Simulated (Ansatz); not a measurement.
Zn3Sb:

```
Sb Zn
1.0
    -2.07249    2.07249    4.27061
     2.07249   -2.07249    4.27061
     2.07249    2.07249   -4.27061
Sb Zn
1 3
Direct
  0.00000 0.00000 0.00000
  0.50000 0.50000 0.00000
  0.25000 0.75000 0.50000
  0.75000 0.25000 0.50000
```

The cell comes from a database or a generator and needn't be the stable form of this composition.

| Quantity | Value |
| --- | --- |
| Program | Ansatz 0.2.0 |
| Task | single point |
| Functional | PBE |
| Potentials or basis | Ansatz PAW |
| Cutoff | 420 eV (not typed: the program's choice for these potentials) |
| k mesh | 9 × 9 × 9 |
| Occupations | fermi-dirac, width 0.05 eV |
| Spin | no spin polarisation |

On this cell: pressure 2.7 GPa; largest force under 0.003 eV/Å; band gap on the k mesh none (metal or under the smearing width).

The same run follows on a disturbed copy (atoms moved at random, drawn with an rms of 0.05 Å):

```
Sb Zn
1.0
    -2.07249    2.07249    4.27061
     2.07249   -2.07249    4.27061
     2.07249    2.07249   -4.27061
Sb Zn
1 3
Cartesian
  0.0110 -0.0015 0.0194
  -0.0062 -0.0232 4.2660
  2.0412 0.0073 2.1394
  0.0011 2.0627 2.1633
```

What does the disturbed cell give?

The energy (extrapolated to zero smearing) moves by +0.6 meV/atom; pressure 2.7 GPa; largest force 0.077 eV/Å; band gap on the k mesh none (metal or under the smearing width).

Forces on the atoms (eV/Å):
```
Sb  -0.059 -0.048  0.007
Zn   0.037  0.050  0.007
Zn   0.048 -0.019  0.023
Zn  -0.026  0.017 -0.037
```

Stress tensor (GPa, compression positive):
```
2.64 0.01 0.24
0.01 2.56 0.12
0.24 0.12 2.89
```
